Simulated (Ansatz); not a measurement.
**HfRu: from the listed structure to its properties**

The task here is to estimate one member of a computed series from the others.

Program: Ansatz 0.2.0. Level of theory: DFT r2SCAN, scalar-relativistic, plane waves, PAW. These are calculated values, not measurements.

## The system as given

Symmetry: Pm-3m, No. 221, cubic system. Conventional cell: a = 3.233 Å, b = 3.233 Å, c = 3.233 Å, α = 90.00°, β = 90.00°, γ = 90.00°. Around Hf (site symmetry m-3m) lie 8 Ru at 2.80 Å. Ru (site symmetry m-3m) is surrounded by 8 Hf at 2.80 Å.

Coordinates:

```
CELL_PARAMETERS angstrom
3.23300 0.00000 0.00000
0.00000 3.23300 0.00000
0.00000 0.00000 3.23300
ATOMIC_POSITIONS crystal
Hf 0.00000 0.00000 0.00000
Ru 0.50000 0.50000 0.50000
```

Source of the structure: the Crystallography Open Database.

Set-up of the first run:

(A quick probe on a coarse mesh, which set the mesh and smearing, is not shown.)

Input file input.yaml:

```yaml
crystal:
  lattice:
    - [3.233, 0.0, 0.0]
    - [0.0, 3.233, 0.0]
    - [0.0, 0.0, 3.233]
  atoms:
    - { symbol: Hf, position: [0.0, 0.0, 0.0] }
    - { symbol: Ru, position: [0.5, 0.5, 0.5] }
basis:
  ecutwfc: 500
kpoints:
  mp_grid: { grid: [14, 14, 14] }
hamiltonian:
  xc: r2scan
scf:
  occupations: { method: gaussian, width: 0.1 }
output:
  forces: true
  stress: true
  eigenvalues: true
relax:
  adjacent_minimum: "off"
  f_tol: 0.005
  max_steps: 80
  cell: { stress_tol: 0.05 }
```

Started as:

```console
> ansatz run input.yaml --threads 1 --pin off --max-ram 2560MiB --backend cpu --events-out ev --progress --plain --runs-dir out
```

Among the steps run: The relaxation; Electronic structure at the relaxed geometry; Volume × 0.97; Point at V/V0 = 1.03; Volume × 0.94; Volume × 1.06.

One of the session's tables, all rows but one given; the rest of the session is left out.

It belongs to the step «Energy against volume». 

```
volume (Å³/atom)  energy above the lowest point (meV/atom)  pressure (GPa)
          15.849                                      43.7           14.50
          16.355                                         ?               ?
          16.861                                       0.0            0.00
          17.367                                       9.3           -5.81
          17.873                                      35.8          -10.79
```

Estimate the missing values for volume (Å³/atom) = 16.355.

Worked estimate for «energy above the lowest point (meV/atom)». A straight line through the neighbours (15.849, 43.7) and (16.861, 0.0) gives 43.7 + (0.0 − 43.7) × (16.355 − 15.849) / (16.861 − 15.849) = 21.9; a parabola fitted to 3 rows on both sides gives 11.5.

**Answer.** energy above the lowest point (meV/atom): 10.5; pressure (GPa): 6.72. In «energy above the lowest point (meV/atom)» the line misses by +11.4 and the parabola by +1.0.

Caveats from the session: The projections leave out shells that the potentials don't hold, such as empty d states.
